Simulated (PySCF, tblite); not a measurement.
**AlH6NO2Si, a small molecule taken as a stand-in for a surface group (aluminium hydroxide): NMR shifts, core binding energies and electronic excitations**

What NMR shifts, core binding energies and electronic excitations should one expect for `[OH][Al]([OH])[NH][SiH3]`?

Programs: tblite 0.8.0 and PySCF 2.14.0. All values are calculated, for the isolated system unless a continuum is named. Atoms count from 0, parts from 1.

## Step 1: The system as given

11 atoms, charge 0, multiplicity 1; geometry: distance geometry start.

## Step 2: Geometry optimisation with GFN2-xTB

What the job is given:

```
{"job": {"kind": "relax", "xc": "GFN2-xTB", "basis": "xTB"}, "charge": 0, "multiplicity": 1}
O     -0.333222     0.890150     2.104662
Al    -0.960051    -0.279364     0.774728
O     -1.817416     0.557639    -0.687308
N      0.141209    -1.764665     0.357693
Si     1.885496    -1.380312    -0.104336
H     -0.453389     1.851919     2.125650
H     -2.056912     1.496488    -0.721427
H      0.017949    -2.608108     0.937644
H      2.102951    -1.816869    -1.446355
H      2.060063     0.034483    -0.012615
H      2.748818    -2.056008     0.756617
```

With the program's defaults for keys left out, this is: GFN2-xTB geometry optimisation, gas phase.

The run is started by

```sh
OMP_NUM_THREADS=1 python cluster_run.py task.json out
```

The driver reads the jobs from task.json and runs them one after another.

Output:

```text
step      E/eV     max force
  0    -463.07808    3.047
  1    -463.51599    2.541
  2    -464.15129    1.710
  3    -464.24099    0.957
  4    -464.30085    0.706
  5    -464.32302    0.825
  6    -464.34969    0.477
  7    -464.35988    0.332
  8    -464.36961    0.317
  9    -464.38454    0.589
 10    -464.39984    0.584
 11    -464.41208    0.351
 12    -464.42261    0.269
 13    -464.43460    0.348
 14    -464.45297    0.518
 15    -464.47803    0.613
 16    -464.50374    0.481
 17    -464.52098    0.480
 18    -464.52203    0.611
 19    -464.53771    0.376
 20    -464.54571    0.348
 21    -464.56113    0.409
 22    -464.57066    0.227
 23    -464.57384    0.598
 24    -464.58313    0.179
 25    -464.58588    0.170
 26    -464.59174    0.213
 27    -464.59662    0.254
 28    -464.60850    0.276
 29    -464.61418    0.253
 30    -464.61455    0.757
 31    -464.62169    0.199
 32    -464.62493    0.141
 33    -464.63102    0.158
 34    -464.63301    0.200
 35    -464.63609    0.191
 36    -464.63788    0.095
 37    -464.63968    0.106
 38    -464.64135    0.206
 39    -464.64293    0.118
 40    -464.64522    0.105
 41    -464.64798    0.174
 42    -464.64949    0.107
 43    -464.65034    0.074
 44    -464.65076    0.060
 45    -464.65131    0.095
 46    -464.65248    0.176
 47    -464.65450    0.239
 48    -464.65669    0.232
 49    -464.65804    0.123
 50    -464.65862    0.069
 51    -464.65891    0.059
 52    -464.65936    0.098
 53    -464.65998    0.075
 54    -464.66078    0.106
 55    -464.66150    0.060
 56    -464.66189    0.051
 57    -464.66208    0.044
 58    -464.66228    0.043
 59    -464.66253    0.059
 60    -464.66283    0.078
 61    -464.66310    0.073
 62    -464.66334    0.069
 63    -464.66351    0.042
 64    -464.66371    0.046
 65    -464.66386    0.039
 66    -464.66406    0.057
 67    -464.66441    0.067
 68    -464.66512    0.116
 69    -464.66643    0.177
 70    -464.66814    0.182
 71    -464.66970    0.117
 72    -464.67094    0.100
 73    -464.67185    0.113
 74    -464.67357    0.194
 75    -464.67700    0.272
 76    -464.67859    0.424
 77    -464.66331    1.171
 78    -464.68532    0.156
 79    -464.68328    0.478
 80    -464.68896    0.143
 81    -464.69090    0.159
 82    -464.69510    0.204
 83    -464.69684    0.354
 84    -464.70017    0.172
 85    -464.70406    0.309
 86    -464.70799    0.168
 87    -464.71091    0.184
 88    -464.71322    0.251
 89    -464.71815    0.184
 90    -464.72229    0.103
 91    -464.72595    0.288
 92    -464.72872    0.291
 93    -464.73081    0.229
 94    -464.73274    0.123
 95    -464.73533    0.138
 96    -464.74131    0.217
 97    -464.74672    0.178
 98    -464.75268    0.257
 99    -464.75751    0.263
100    -464.76095    0.267
101    -464.76478    0.171
102    -464.76935    0.135
103    -464.77142    0.256
104    -464.76971    0.338
105    -464.77240    0.111
106    -464.77168    0.291
107    -464.77335    0.125
108    -464.77395    0.074
109    -464.77506    0.119
110    -464.77759    0.113
111    -464.77838    0.094
112    -464.77895    0.100
113    -464.77961    0.151
114    -464.78058    0.149
115    -464.78173    0.102
116    -464.78274    0.098
117    -464.78364    0.172
118    -464.78456    0.229
119    -464.78569    0.223
120    -464.78719    0.152
121    -464.78837    0.087
122    -464.78940    0.063
123    -464.79032    0.064
124    -464.79104    0.058
125    -464.79158    0.062
126    -464.79193    0.063
127    -464.79219    0.078
128    -464.79242    0.068
129    -464.79295    0.059
130    -464.79326    0.058
131    -464.79355    0.040
132    -464.79368    0.031
133    -464.79382    0.034
134    -464.79391    0.035
135    -464.79400    0.024
136    -464.79406    0.028
137    -464.79415    0.035
138    -464.79427    0.035
139    -464.79439    0.026
140    -464.79447    0.022
141    -464.79453    0.016
142    -464.79457    0.018
143    -464.79460    0.016
144    -464.79464    0.013
145    -464.79467    0.016
146    -464.79469    0.010
147    -464.79470    0.009
148    -464.79470    0.007
```

Run time: 1 s. Hardware: 1 thread of Arm Neoverse V2, shared host.

The steps of the relaxation:

| step | energy from step 0 (eV) | largest force (eV/Å) |
| --- | --- | --- |
| 0 | 0.0000 | 3.0475 |
| 6 | -1.2716 | 0.4775 |
| 12 | -1.3445 | 0.2695 |
| 18 | -1.4439 | 0.6101 |
| 24 | -1.5050 | 0.1791 |
| 30 | -1.5365 | 0.7571 |
| 36 | -1.5598 | 0.0946 |
| 42 | -1.5714 | 0.1069 |
| 48 | -1.5786 | 0.2323 |
| 54 | -1.5827 | 0.1060 |
| 60 | -1.5847 | 0.0783 |
| 66 | -1.5860 | 0.0564 |
| 72 | -1.5929 | 0.1002 |
| 78 | -1.6072 | 0.1556 |
| 84 | -1.6221 | 0.1719 |
| 90 | -1.6442 | 0.1031 |
| 96 | -1.6632 | 0.2173 |
| 102 | -1.6913 | 0.1353 |
| 108 | -1.6959 | 0.0741 |
| 114 | -1.7025 | 0.1497 |
| 120 | -1.7091 | 0.1516 |
| 126 | -1.7138 | 0.0624 |
| 132 | -1.7156 | 0.0319 |
| 138 | -1.7162 | 0.0347 |
| 144 | -1.7166 | 0.0132 |
| 148 | -1.7166 | 0.0071 |

Close pairs (by a distance rule), those that changed most:

```csv
bond,before (Å),after (Å),change (Å)
Al1–O2,1.890,1.647,-0.244
O0–Al1,1.879,1.651,-0.228
N3–Si4,1.845,1.731,-0.114
Al1–N3,1.895,1.805,-0.090
Si4–H10,1.394,1.472,+0.078
Si4–H8,1.428,1.469,+0.041
Si4–H9,1.428,1.464,+0.035
O0–H5,0.969,0.945,-0.024
```

## Step 3: Optimising the geometry at PBE0-D3(BJ)/def2-SVP

What the job is given:

```
{"job": {"xc": "PBE0", "basis": "def2-SVP", "d3": "d3bj", "grid": 2, "kind": "geom", "shake": 0.01}, "charge": 0, "multiplicity": 1}
O     -0.627373     1.752102     1.296491
Al    -1.089347     0.660701     0.150962
O     -2.631082     0.589887    -0.467084
N      0.094533    -0.553891    -0.525114
Si     1.703325    -0.999688    -0.216798
H      0.004695     2.158783     1.856160
H     -3.502114     0.862921    -0.549814
H     -0.385508    -1.161570    -1.185249
H      2.347264    -1.259170    -1.479573
H      2.346666     0.126050     0.490572
H      1.771628    -2.204625     0.639745
```

Output:

```text
step   0  E = -740.09767704  max force = 0.038601
step   1  E = -740.10648136  max force = 0.004674
step   2  E = -740.10726786  max force = 0.003555
step   3  E = -740.10835144  max force = 0.004558
step   4  E = -740.10881247  max force = 0.003812
step   5  E = -740.10903536  max force = 0.001622
step   6  E = -740.10908443  max force = 0.000558
step   7  E = -740.10910727  max force = 0.000846
step   8  E = -740.10913301  max force = 0.000859
step   9  E = -740.10915676  max force = 0.001059
step  10  E = -740.10917724  max force = 0.000819
step  11  E = -740.10919042  max force = 0.000386
optimisation converged
```

It took 67 s on 1 thread of Arm Neoverse V2, shared host; peak memory 0.55 GiB.

Relaxation path:

| step | energy from step 0 (eV) | largest force component (eV/Å) |
| --- | --- | --- |
| 0 | 0.0000 | 1.9849 |
| 1 | -0.2396 | 0.2403 |
| 2 | -0.2610 | 0.1828 |
| 3 | -0.2905 | 0.2344 |
| 4 | -0.3030 | 0.1960 |
| 5 | -0.3091 | 0.0834 |
| 6 | -0.3104 | 0.0287 |
| 7 | -0.3110 | 0.0435 |
| 8 | -0.3117 | 0.0442 |
| 9 | -0.3124 | 0.0545 |
| 10 | -0.3129 | 0.0421 |
| 11 | -0.3133 | 0.0198 |

Distances of close pairs at the start and the end, largest changes first:

| bond | before (Å) | after (Å) | change (Å) |
| --- | --- | --- | --- |
| Si4–H8 | 1.441 | 1.498 | +0.057 |
| O0–Al1 | 1.648 | 1.697 | +0.049 |
| Al1–N3 | 1.826 | 1.784 | -0.042 |
| O2–H6 | 0.917 | 0.957 | +0.041 |
| N3–Si4 | 1.698 | 1.732 | +0.035 |
| Al1–O2 | 1.663 | 1.696 | +0.033 |
| O0–H5 | 0.937 | 0.958 | +0.021 |
| Si4–H9 | 1.477 | 1.498 | +0.021 |

The end geometry stands in the next job.

| at the end point | value |
| --- | --- |
| point group (found at 0.08 Å tolerance) | Cs |
| rotational constants (GHz, main isotopes) | 5.906, 1.624, 1.293 |
| dipole moment (D) | 0.20 |

## Step 4: Shielding tensors: PBE0/pcSseg-2

What the job is given:

```
{"job": {"kind": "nmr", "xc": "PBE0", "basis": "pcSseg-2"}, "charge": 0, "multiplicity": 1}
O     -0.552518     1.817137     1.164856
Al    -1.103707     0.613306     0.102623
O     -2.722907     0.597124    -0.400874
N     -0.057687    -0.680899    -0.540629
Si     1.615886    -0.991006    -0.218213
H      0.344680     1.893376     1.491955
H     -3.383359     1.235714    -0.131161
H     -0.516088    -1.336812    -1.170190
H      2.478991    -0.925497    -1.441149
H      2.070268     0.073100     0.733033
H      1.858896    -2.324224     0.420119
```

Method: GIAO PBE0/pcSseg-2 NMR shielding, non-relativistic, gas phase.

Output:

```text
coarse grid: 10208 points
cycle   1  E = -740.3216095106  dE =  2.815e-01  |g| = 1.161e+00  |ddm| = 2.491e+00
cycle   2  E = -739.9079121637  dE =  4.137e-01  |g| = 1.859e+00  |ddm| = 1.527e+00
cycle   3  E = -740.5634929893  dE = -6.556e-01  |g| = 9.991e-02  |ddm| = 1.064e+00
cycle   4  E = -740.5644140250  dE = -9.210e-04  |g| = 7.178e-02  |ddm| = 7.410e-02
cycle   5  E = -740.5654427091  dE = -1.029e-03  |g| = 1.124e-02  |ddm| = 3.984e-02
cycle   6  E = -740.5654679135  dE = -2.520e-05  |g| = 1.623e-03  |ddm| = 6.951e-03
cycle   7  E = -740.5654683291  dE = -4.156e-07  |g| = 9.088e-04  |ddm| = 1.528e-03
final grid: 89456 points
cycle   8  E = -740.5684111664  dE = -5.516e-05  |g| = 7.383e-03  |ddm| = 1.644e-02
cycle   9  E = -740.5683939679  dE =  1.720e-05  |g| = 1.190e-02  |ddm| = 8.685e-03
cycle  10  E = -740.5684211281  dE = -2.716e-05  |g| = 3.323e-04  |ddm| = 5.516e-03
cycle  11  E = -740.5684211442  dE = -1.606e-08  |g| = 1.145e-04  |ddm| = 2.118e-04
cycle  12  E = -740.5684211456  dE = -1.417e-09  |g| = 6.651e-05  |ddm| = 8.375e-05
cycle  13  E = -740.5684211464  dE = -7.436e-10  |g| = 1.181e-05  |ddm| = 3.221e-05
converged SCF energy = -740.5684211464

GIAO shielding tensors (ppm)
atom      isotropic    diamagn.    paramagn.     s11        s22        s33       span
  0 O      312.301     387.051     -74.750    288.457    304.462    343.985     55.528
  1 Al     448.245     793.561    -345.316    382.491    467.680    494.565    112.074
  2 O      320.285     385.559     -65.274    294.395    299.217    367.243     72.848
  3 N      258.234     321.414     -63.180    240.489    250.953    283.258     42.769
  4 Si     395.608     877.054    -481.446    345.330    373.804    467.691    122.361
  5 H       29.966      32.899      -2.933     21.354     24.914     43.629     22.275
  6 H       30.326      30.809      -0.483     21.866     23.713     45.399     23.533
  7 H       31.448      31.877      -0.429     22.989     28.748     42.607     19.618
  8 H       26.375      28.146      -1.770     22.895     24.425     31.806      8.910
  9 H       26.679      30.269      -3.590     23.060     26.480     30.496      7.437
 10 H       26.372      28.156      -1.784     22.886     24.433     31.797      8.911
```

Wall time 34 s (1 thread of Arm Neoverse V2, shared host); peak memory 1.1 GiB.

Shifts follow as δ = σ(reference) − σ, with reference shieldings (ppm) from runs at the same level and on the same kind of geometry: $^{1}$H TMS 31.25, $^{29}$Si TMS 341.3, $^{15}$N NH3 261.7, $^{17}$O H2O 328.2, $^{27}$Al AlH4- 485.2. The references are single molecules in the gas phase, so shifts against H2O, NH3, PH3, H3PO4 or CFCl3 are not on the usual liquid scales and can be off by tens of ppm. Shifts against hydride references such as AlH4− lie on their own scale. Atoms listed in one row are averaged.

| atoms | environment | σ (ppm) | δ (ppm) |
| --- | --- | --- | --- |
| H8, H10 | hydrogen on a silicon bonded to N | 26.37 | 4.87 |
| H9 | hydrogen on a silicon bonded to N | 26.68 | 4.57 |
| H5 | hydrogen on an oxygen bonded to Al | 29.97 | 1.28 |
| H6 | hydrogen on an oxygen bonded to Al | 30.33 | 0.92 |
| H7 | hydrogen on a nitrogen bonded to Al, Si | 31.45 | -0.20 |
| O0 | oxygen bonded to Al, H | 312.3 | 15.8 |
| O2 | oxygen bonded to Al, H | 320.3 | 7.9 |
| Al1 | aluminium bonded to N, 2 O | 448.2 | 37.0 |
| N3 | nitrogen bonded to Al, Si, H | 258.2 | 3.5 |
| Si4 | silicon bonded to N, 3 H | 395.6 | -54.3 |

The run also stored atomic charges by several schemes (e):

```csv
atoms,Mulliken,IAO,Hirshfeld,ESP fit
O0,-0.63,-0.85,-0.40,-0.93
Al1,1.23,1.34,0.67,1.37
O2,-0.64,-0.84,-0.40,-0.92
N3,-0.82,-1.01,-0.40,-1.04
Si4,0.71,0.76,0.34,0.54
```

Mayer bond orders: O0–Al1 0.95, Al1–O2 0.97, Al1–N3 0.89, N3–Si4 0.96.

## Step 5: Core-electron binding energies: SCAN, X2C

Settings changed since step 4:

```diff
@@ -1,2 +1,2 @@
-{"job": {"kind": "nmr", "xc": "PBE0", "basis": "pcSseg-2"}, "charge": 0, "multiplicity": 1}
+{"job": {"kind": "xps", "holes": 5}, "charge": 0, "multiplicity": 1}
 O     -0.552518     1.817137     1.164856
```

Level: delta-SCF UKS SCAN, pcX-2 on the ionised atom, pcseg-1 elsewhere, spin-free X2C.

Output:

```text
ground state, core basis on atom 0 (O), 139 functions
  cycle   1  E = -741.58287837  |g| = 1.24e+00
  cycle   2  E = -740.77623155  |g| = 2.33e+00
  cycle   3  E = -741.86127561  |g| = 1.93e-01
  cycle   4  E = -741.86414063  |g| = 1.51e-01
  cycle   5  E = -741.86899656  |g| = 1.60e-02
  cycle   6  E = -741.86904545  |g| = 6.78e-03
  cycle   7  E = -741.86904964  |g| = 5.09e-03
  cycle   8  E = -741.86905582  |g| = 5.51e-04
  cycle   9  E = -741.86905362  |g| = 8.67e-05
  E(ground) = -741.93997261 Eh
hole in O 1s of atom 0
  cycle   1  E = -721.28294895  |g| = 2.22e+00
  cycle   2  E = -719.45615849  |g| = 2.46e+00
  cycle   3  E = -721.79481265  |g| = 7.89e-01
  cycle   4  E = -721.98883854  |g| = 4.74e-01
  cycle   5  E = -722.08375860  |g| = 1.37e-01
  cycle   6  E = -722.09241382  |g| = 1.67e-02
  cycle   7  E = -722.09252159  |g| = 9.94e-03
  cycle   8  E = -722.09255306  |g| = 5.53e-03
  cycle   9  E = -722.09256422  |g| = 1.01e-03
  cycle  10  E = -722.09256473  |g| = 3.02e-04
  E(ion) = -722.16496540 Eh   <S^2> = 0.7613   hole on atom = 1.000   binding energy = 538.105 eV
ground state, core basis on atom 1 (Al), 150 functions
  cycle   1  E = -741.92010283  |g| = 2.49e-01
  cycle   2  E = -741.91916370  |g| = 1.07e-01
  cycle   3  E = -741.91826791  |g| = 1.21e-01
  cycle   4  E = -741.92099423  |g| = 1.90e-02
  cycle   5  E = -741.92105059  |g| = 2.99e-03
  cycle   6  E = -741.92105252  |g| = 5.43e-04
  cycle   7  E = -741.92105200  |g| = 1.17e-04
  E(ground) = -741.95817423 Eh
hole in Al 2p of atom 1
  cycle   1  E = -738.67766692  |g| = 1.08e+00
  cycle   2  E = -738.62135640  |g| = 9.60e-01
  cycle   3  E = -738.87718658  |g| = 3.63e-01
  cycle   4  E = -738.93392803  |g| = 9.84e-02
  cycle   5  E = -738.93701950  |g| = 3.31e-02
  cycle   6  E = -738.93759146  |g| = 9.44e-03
  cycle   7  E = -738.93759825  |g| = 8.68e-03
  cycle   8  E = -738.93762982  |g| = 9.00e-04
  cycle   9  E = -738.93763187  |g| = 3.96e-04
  E(ion) = -738.98136275 Eh   <S^2> = 0.7537   hole on atom = 1.003   binding energy = 81.003 eV
  2p3/2 = 80.613 eV   2p1/2 = 81.129 eV
ground state, core basis on atom 2 (O), 139 functions
  cycle   1  E = -741.86777188  |g| = 1.00e-01
  cycle   2  E = -741.86709765  |g| = 7.38e-02
  cycle   3  E = -741.86740298  |g| = 6.14e-02
  cycle   4  E = -741.86806623  |g| = 2.55e-03
  cycle   5  E = -741.86806563  |g| = 1.24e-03
  cycle   6  E = -741.86806893  |g| = 1.80e-04
  E(ground) = -741.93969536 Eh
hole in O 1s of atom 2
  cycle   1  E = -721.28415888  |g| = 2.22e+00
  cycle   2  E = -719.38500811  |g| = 2.43e+00
  cycle   3  E = -721.86236383  |g| = 6.84e-01
  cycle   4  E = -722.00572999  |g| = 4.19e-01
  cycle   5  E = -722.07691194  |g| = 1.74e-01
  cycle   6  E = -722.09060115  |g| = 5.01e-02
  cycle   7  E = -722.09144270  |g| = 2.05e-02
  cycle   8  E = -722.09159889  |g| = 3.67e-03
  cycle   9  E = -722.09160783  |g| = 9.64e-04
  cycle  10  E = -722.09160855  |g| = 2.47e-04
  E(ion) = -722.16458092 Eh   <S^2> = 0.7612   hole on atom = 1.000   binding energy = 538.108 eV
ground state, core basis on atom 3 (N), 139 functions
  cycle   1  E = -741.85179057  |g| = 9.13e-02
  cycle   2  E = -741.85037973  |g| = 1.04e-01
  cycle   3  E = -741.85219031  |g| = 3.48e-02
  cycle   4  E = -741.85241482  |g| = 5.38e-03
  cycle   5  E = -741.85241939  |g| = 1.41e-03
  cycle   6  E = -741.85242198  |g| = 1.34e-04
  E(ground) = -741.92437232 Eh
hole in N 1s of atom 3
  cycle   1  E = -726.28862475  |g| = 1.87e+00
  cycle   2  E = -725.66795309  |g| = 2.06e+00
  cycle   3  E = -726.94488972  |g| = 4.14e-01
  cycle   4  E = -726.96131099  |g| = 3.35e-01
  cycle   5  E = -727.00417826  |g| = 5.79e-02
  cycle   6  E = -727.00522345  |g| = 2.79e-02
  cycle   7  E = -727.00550541  |g| = 7.77e-03
  cycle   8  E = -727.00552943  |g| = 1.49e-03
  cycle   9  E = -727.00553104  |g| = 5.31e-04
  cycle  10  E = -727.00553187  |g| = 1.34e-04
  E(ion) = -727.07527654 Eh   <S^2> = 0.7658   hole on atom = 1.000   binding energy = 404.064 eV
ground state, core basis on atom 4 (Si), 150 functions
  cycle   1  E = -741.93297236  |g| = 2.89e-01
  cycle   2  E = -741.93303114  |g| = 4.58e-02
  cycle   3  E = -741.93297818  |g| = 3.93e-02
  cycle   4  E = -741.93319338  |g| = 1.35e-02
  cycle   5  E = -741.93323606  |g| = 1.59e-03
  cycle   6  E = -741.93323567  |g| = 3.50e-04
  E(ground) = -741.96545228 Eh
hole in Si 2p of atom 4
  cycle   1  E = -737.66097072  |g| = 1.23e+00
  cycle   2  E = -736.96924302  |g| = 1.32e+00
  cycle   3  E = -737.76797024  |g| = 6.73e-01
  cycle   4  E = -737.96525612  |g| = 1.32e-01
  cycle   5  E = -737.97550236  |g| = 8.52e-02
  cycle   6  E = -737.97821198  |g| = 3.50e-02
  cycle   7  E = -737.97872798  |g| = 1.34e-02
  cycle   8  E = -737.97881405  |g| = 4.18e-03
  cycle   9  E = -737.97882120  |g| = 2.60e-03
  cycle  10  E = -737.97882436  |g| = 1.08e-03
  cycle  11  E = -737.97882675  |g| = 2.14e-04
  E(ion) = -738.02191895 Eh   <S^2> = 0.7519   hole on atom = 1.003   binding energy = 107.309 eV
  2p3/2 = 107.085 eV   2p1/2 = 107.708 eV
```

Wall time 28 s (1 thread of Arm Neoverse V2, shared host); peak memory 0.56 GiB.

Binding energies by hole, beside the orbital energy of the ground state; the difference holds orbital relaxation and, for a density functional, its self-interaction error:

| hole | stands for | environment | ΔSCF (eV; 2p as the shell's mean) | −ε (eV) | ⟨S²⟩ |
| --- | --- | --- | --- | --- | --- |
| O1s on O0 | O0 | oxygen bonded to Al, H | 538.11 | 516.2 | 0.761 |
| Al2p on Al1 | Al1 | aluminium bonded to N, 2 O | 80.78 | 70.5 | 0.754 |
| O1s on O2 | O2 | oxygen bonded to Al, H | 538.11 | 516.1 | 0.761 |
| N1s on N3 | N3 | nitrogen bonded to Al, Si, H | 404.06 | 385.4 | 0.766 |
| Si2p on Si4 | Si4 | silicon bonded to N, 3 H | 107.29 | 96.3 | 0.752 |

With the spin-orbit splitting: Al1 2p3/2 80.61, 2p1/2 81.13 eV; Si4 2p3/2 107.08, 2p1/2 107.71 eV. The table gives each 2p level as the mean over the whole 2p shell (two parts 2p3/2, one part 2p1/2), which differs a little from the single hole in the log.

(Part 1 of 2 ends here.)
